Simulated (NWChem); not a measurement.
# C2H9B2N (SMILES BN(B)CC): levels of theory compared

Wanted: a comparison of 3 runs (HF/def2-SVP, B3LYP/def2-TZVP, PBE0/def2-SVP) of C2H9B2N. 

The calculation is run with NWChem 7.3.0.

### Step 1. Starting point

The species is C2H9B2N (14 atoms), meant as a singlet with charge 0. SMILES: `BN(B)CC`. The coordinates come from a PBE0-D4/def2-TZVP relaxation. This is one conformer, not always the lowest.

Bond lengths: B1–N2 1.418 Å, N2–B3 1.418 Å, N2–C4 1.468 Å, C4–C5 1.515 Å, B1–H6 1.199 Å, B1–H7 1.193 Å, B3–H8 1.199 Å, B3–H9 1.193 Å, C4–H10 1.092 Å, C4–H11 1.092 Å, C5–H12 1.093 Å, C5–H13 1.092 Å, C5–H14 1.093 Å. Some angles: B1–N2–B3 121.0°, B1–N2–C4 119.5°, B3–N2–C4 119.5°, N2–C4–C5 111.8°, N2–B1–H6 119.1°, N2–B1–H7 119.2°, N2–B3–H8 119.1°, N2–B3–H9 119.2°, N2–C4–H10 108.6°, N2–C4–H11 108.6°.

### Step 2. Energy and forces at HF/def2-SVP (run 1)

Input file run.py:

```python
from ase import Atoms
from ase.calculators.nwchem import NWChem

mol = Atoms(['B', 'N', 'B', 'C', 'C', 'H', 'H', 'H', 'H', 'H', 'H', 'H', 'H', 'H'], positions=[
    [-0.931800, -0.269900, 1.553000],
    [-0.222400, -0.584500, 0.365700],
    [0.694900, -1.665500, 0.326800],
    [-0.418700, 0.240600, -0.832500],
    [0.542400, 1.410600, -0.872800],
    [-1.702400, 0.648100, 1.545700],
    [-0.749400, -0.927300, 2.531500],
    [1.272300, -1.903700, -0.696300],
    [0.869400, -2.316400, 1.311000],
    [-0.281700, -0.388800, -1.714700],
    [-1.449800, 0.600900, -0.842100],
    [1.577600, 1.060200, -0.875700],
    [0.382200, 2.012400, -1.770300],
    [0.404500, 2.054100, -0.000100],
])

calc = NWChem(
    label='c2h9b2n',
    theory='scf',
    memory='2200 mb',
    basis='def2-SVP',
    basispar='spherical bse',
    scf={'nopen': '0', 'rhf': None, 'thresh': '1e-08', 'maxiter': '80'},
)
mol.calc = calc

forces = mol.get_forces()
print("Total energy (eV):", round(mol.get_potential_energy(), 6))
print("forces (eV/A):")
for s, f in zip(mol.symbols, forces):
    print(f"{s:2s} {f[0]:10.5f} {f[1]:10.5f} {f[2]:10.5f}")
print("dipole (e A):", mol.get_dipole_moment().round(4))
```

Started as:

```console
$ export ASE_NWCHEM_COMMAND="nwchem PREFIX.nwi > PREFIX.nwo"
$ python run.py
```

The program printed:

```text
Total energy (eV): -5026.162492
forces (eV/A):
B     0.00746   -0.02319   -0.01625
N    -0.06762    0.06042   -0.14964
B    -0.02304    0.00540    0.00422
C    -0.10881   -0.19751    0.07096
C     0.09600    0.17324   -0.06063
H    -0.06798    0.05276    0.07297
H    -0.05055   -0.00185    0.13622
H     0.07693   -0.07163   -0.03481
H     0.08120   -0.11544    0.03867
H    -0.05296    0.10464    0.04895
H     0.10038   -0.02725   -0.06757
H    -0.03024    0.04021   -0.00987
H     0.01820    0.00555    0.01759
H     0.02098   -0.00530   -0.05075
dipole (e A): [-0.0301  0.1778 -0.2413]
```

The calculator wrote c2h9b2n.nwi:

```
title "c2h9b2n"

permanent_dir c2h9b2n

scratch_dir c2h9b2n

start c2h9b2n

geometry units angstrom nocenter noautosym noautoz
  B  -9.3179999999999996e-01 -2.6989999999999997e-01 1.5529999999999999e+00
  N  -2.2239999999999999e-01 -5.8450000000000002e-01 3.6570000000000003e-01
  B  6.9489999999999996e-01 -1.6655000000000000e+00 3.2679999999999998e-01
  C  -4.1870000000000002e-01 2.4060000000000001e-01 -8.3250000000000002e-01
  C  5.4239999999999999e-01 1.4106000000000001e+00 -8.7280000000000002e-01
  H  -1.7023999999999999e+00 6.4810000000000001e-01 1.5457000000000001e+00
  H  -7.4939999999999996e-01 -9.2730000000000001e-01 2.5314999999999999e+00
  H  1.2723000000000000e+00 -1.9036999999999999e+00 -6.9630000000000003e-01
  H  8.6939999999999995e-01 -2.3163999999999998e+00 1.3109999999999999e+00
  H  -2.8170000000000001e-01 -3.8879999999999998e-01 -1.7146999999999999e+00
  H  -1.4498000000000000e+00 6.0089999999999999e-01 -8.4209999999999996e-01
  H  1.5775999999999999e+00 1.0602000000000000e+00 -8.7570000000000003e-01
  H  3.8219999999999998e-01 2.0124000000000000e+00 -1.7703000000000000e+00
  H  4.0450000000000003e-01 2.0541000000000000e+00 -1.0000000000000000e-04
end

memory 2200 mb

basis spherical bse noprint
   * library def2-SVP
end

scf
  nopen 0
  rhf
  thresh 1e-08
  maxiter 80
end

task scf gradient
```

c2h9b2n.nwo, cut to the lines that bear on the results:

```text
[...]
      One-electron energy =   -565.240183972606
[... 1 line left out ...]
 Nuclear repulsion energy =    160.350541523508
[... 37 lines left out ...]
                       ROHF Final Molecular Orbital Analysis
[... 275 lines left out ...]
     1   1 0 0     -0.056936      0.000000     -3.167937
[...]
  wavefunction    =   RHF
                         RHF ENERGY GRADIENTS
    atom               coordinates                        gradient
                 x          y          z           x          y          z
   1 B      -1.760847  -0.510037   2.934744   -0.000145   0.000451   0.000316
   2 N      -0.420275  -1.104545   0.691073    0.001315  -0.001175   0.002910
   3 B       1.313171  -3.147339   0.617562    0.000448  -0.000105  -0.000082
[... 10 lines of this table left out ...]
  14 H       0.764394   3.881686  -0.000189   -0.000408   0.000103   0.000987
[...]
```

Run time: 52 s. Hardware: 1 thread of AMD EPYC 7R43 (Zen 3), shared host; peak memory 0.1 GiB.

### Step 3. Energy and forces at B3LYP/def2-TZVP (run 2)

Input file a.xyz:

```xyz
14
C2H9B2N gradient
B     -0.931800    -0.269900     1.553000
N     -0.222400    -0.584500     0.365700
B      0.694900    -1.665500     0.326800
C     -0.418700     0.240600    -0.832500
C      0.542400     1.410600    -0.872800
H     -1.702400     0.648100     1.545700
H     -0.749400    -0.927300     2.531500
H      1.272300    -1.903700    -0.696300
H      0.869400    -2.316400     1.311000
H     -0.281700    -0.388800    -1.714700
H     -1.449800     0.600900    -0.842100
H      1.577600     1.060200    -0.875700
H      0.382200     2.012400    -1.770300
H      0.404500     2.054100    -0.000100
```

Input file a.nw:

```
start a
title "C2H9B2N gradient"
memory total 2200 mb

geometry units angstrom noautosym nocenter noautoz
load a.xyz
end

basis spherical bse
* library def2-TZVP
end

dft
xc b3lyp
mult 1
grid fine
convergence energy 1e-08
maxiter 100
mulliken
print low
end

task dft gradient
```

Started as:

```console
$ nwchem a.nw > a.out
```

The program printed:

```text
[...]
 d= 0,ls=0.0,diis     1   -186.1421902884 -3.46D+02  2.73D-03  6.31D-01    26.7
[...]
 d= 0,ls=0.0,diis    10   -186.2051286611 -2.17D-09  7.60D-08  8.80D-10   236.9
         Total DFT energy =     -186.205128661146
      One electron energy =     -566.070082171119
           Coulomb energy =      248.854719460280
    Exchange-Corr. energy =      -29.340307473816
 Nuclear repulsion energy =      160.350541523508
[...]
      Total Density - Mulliken Population Analysis
     ---------------------------------------------
    Atom       Charge   Shell Charges
 -----------   ------   -------------------------------------------------------
    1 B    5     5.03   0.91  1.06  0.53  0.51  0.06  1.01  0.70  0.13  0.05  0.06  0.01
    2 N    7     7.02   0.82  1.15  0.56  0.75  0.14  1.59  1.56  0.41  0.00  0.04  0.00
    3 B    5     5.03   0.91  1.06  0.53  0.51  0.06  1.01  0.70  0.13  0.05  0.06  0.01
    4 C    6     6.10   0.85  1.12  0.52  0.65  0.12  1.33  1.13  0.27  0.02  0.09  0.01
    5 C    6     6.33   0.85  1.12  0.52  0.64  0.15  1.36  1.21  0.44  0.02  0.03  0.00
    6 H    1     1.02   0.27  0.51  0.23  0.01
    7 H    1     1.00   0.27  0.50  0.22  0.01
    8 H    1     1.02   0.27  0.51  0.23  0.01
    9 H    1     1.00   0.27  0.50  0.22  0.01
   10 H    1     0.89   0.28  0.49  0.10  0.02
[...]
                         DFT ENERGY GRADIENTS
    atom               coordinates                        gradient
                 x          y          z           x          y          z
   1 B      -1.760847  -0.510037   2.934744    0.002195  -0.000640  -0.003601
   2 N      -0.420275  -1.104545   0.691073   -0.000295   0.002762  -0.003687
   3 B       1.313171  -3.147339   0.617562   -0.002608   0.003442   0.000059
   4 C      -0.791228   0.454668  -1.573197    0.003650  -0.000189   0.005229
   5 C       1.024987   2.665647  -1.649353   -0.002634  -0.003719   0.000570
   6 H      -3.217070   1.224731   2.920949   -0.001159   0.001652  -0.000491
   7 H      -1.416161  -1.752343   4.783841    0.000700  -0.001495   0.001467
   8 H       2.404298  -3.597471  -1.315816    0.000778  -0.000007  -0.001971
   9 H       1.642928  -4.377361   2.477431   -0.000064  -0.000830   0.002012
  10 H      -0.532336  -0.734725  -3.240313    0.000327  -0.000714  -0.000417
  11 H      -2.739725   1.135536  -1.591338   -0.000719   0.000197   0.000391
[...]
```

Run time: 5.1 min. Hardware: 1 thread of AMD EPYC 7R43 (Zen 3), shared host; peak memory 0.14 GiB.

### Step 4. Energy and forces at PBE0/def2-SVP (run 3)

a.xyz is that of step 3.

Input file a.nw:

```
start a
title "C2H9B2N gradient"
memory stack 880 mb heap 220 mb global 1100 mb

geometry units angstrom noautosym nocenter noautoz
  load a.xyz
end

basis "ao basis" spherical bse
  * library def2-SVP
end

dft
  xc pbe0
  mult 1
  grid fine
  convergence energy 1e-08
  maxiter 100
  mulliken
end

task dft gradient
```

Started as:

```console
$ nwchem a.nw > a.out
```

The program printed, cut to the lines that bear on the results:

```text
[...]
          Wavefunction type:  closed shell.
          No. of atoms     :    14
          No. of electrons :    38
[...]
          Charge           :     0
          Spin multiplicity:     1
[...]
          AO basis - number of functions:   115
[...]
              XC Information
              --------------
                         PBE0 Method XC Functional
                     Hartree-Fock (Exact) Exchange  0.250
          PerdewBurkeErnzerhof Exchange Functional  0.750
            Perdew 1991 LDA Correlation Functional  1.000 local
           PerdewBurkeErnz. Correlation Functional  1.000 non-local
[...]
 d= 0,ls=0.0,diis     1   -185.6928731902 -3.46D+02  5.74D-03  3.31D-01     6.5
[...]
 d= 0,ls=0.0,diis     8   -185.7411072432 -8.12D-10  2.41D-06  1.43D-07    42.4
         Total DFT energy =     -185.741107243155
      One electron energy =     -565.651744305376
           Coulomb energy =      248.561584273820
    Exchange-Corr. energy =      -29.001488735107
 Nuclear repulsion energy =      160.350541523508
[...]
      Total Density - Mulliken Population Analysis
     ---------------------------------------------
[...]
  wavefunction    = closed shell
                         DFT ENERGY GRADIENTS
    atom               coordinates                        gradient
                 x          y          z           x          y          z
   1 B      -1.760847  -0.510037   2.934744   -0.001115   0.000696   0.001592
   2 N      -0.420275  -1.104545   0.691073    0.001128  -0.001547   0.003093
   3 B       1.313171  -3.147339   0.617562    0.001340  -0.001449  -0.000216
   4 C      -0.791228   0.454668  -1.573197   -0.004105  -0.000198  -0.005144
   5 C       1.024987   2.665647  -1.649353    0.003250   0.003209   0.000587
   6 H      -3.217070   1.224731   2.920949    0.003738  -0.004368  -0.000184
   7 H      -1.416161  -1.752343   4.783841   -0.000640   0.003092  -0.005195
   8 H       2.404298  -3.597471  -1.315816   -0.002854   0.001293   0.004760
   9 H       1.642928  -4.377361   2.477431   -0.001182   0.003570  -0.004818
  10 H      -0.532336  -0.734725  -3.240313   -0.000361   0.002891   0.004661
  11 H      -2.739725   1.135536  -1.591338    0.005219  -0.001810   0.000526
[...]
```

It took 56 s on 1 thread of AMD EPYC 7R43 (Zen 3), shared host; peak memory 0.12 GiB.

### Step 5. The series

```
run            level  iteration cap  module  energy (Eh)  dipole moment (D)  HOMO energy (eV)  LUMO energy (eV)  wall time
  1      HF/def2-SVP             80     scf  -184.708066               1.45            -11.60              2.64       52 s
  2  B3LYP/def2-TZVP            100     dft  -186.205129                  –                 –                 –    5.1 min
  3    PBE0/def2-SVP            100     dft  -185.741107               1.65             -8.70             -1.17       56 s
```

### Step 6. Results

| quantity | value |
| --- | --- |
| run 3: total energy | -185.74111 Eh |
| run 3: dipole moment | 1.65 D |
| run 3: HOMO energy | -8.70 eV |
| run 3: LUMO energy | -1.17 eV |
| run 3: HOMO–LUMO gap | 7.53 eV |
| run 3: largest force on an atom | 0.339 eV/Å |

In words: Totals of different functionals can't be ranked against each other. All runs together took 6.9 min, the longest 5.1 min.
